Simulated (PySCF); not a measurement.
# Cl6Ir ([IrCl6]3-): the cost of one run

Programs: PySCF 2.14.0, with routines of our own; each step states its level. All values are computed. Atoms count from 0.

## (1) The starting structure

7 atoms, charge -3, multiplicity 1; geometry from: GFN2-xTB.

## (2) Geometry optimisation at PBE0-D3(BJ)/def2-SVP

The job: settings as JSON, then the geometry in Å.

```
{"job": {"xc": "PBE0", "basis": "def2-SVP", "d3": "d3bj", "grid": 1, "maxiter": 30, "shake": 0.03, "kind": "geom"}, "charge": -3, "multiplicity": 1}
Ir     0.062760    -0.077680     0.012130
Cl    -0.035840    -0.023040     2.361160
Cl    -0.042830     0.002340    -2.394590
Cl     2.468870     0.009690     0.008330
Cl    -2.375910    -0.017780    -0.051930
Cl    -0.021280     2.380250     0.003810
Cl     0.036100    -2.375800    -0.007450
```

Started as:

```console
> OMP_NUM_THREADS=1 python heavy_run.py task.json out
```

The driver reads the jobs from task.json and runs them one after another.

Q: Estimate the wall time and peak memory of this first job on 1 thread of Arm Neoverse V1, shared host.

About 80 s, with a peak of 0.61 GiB.
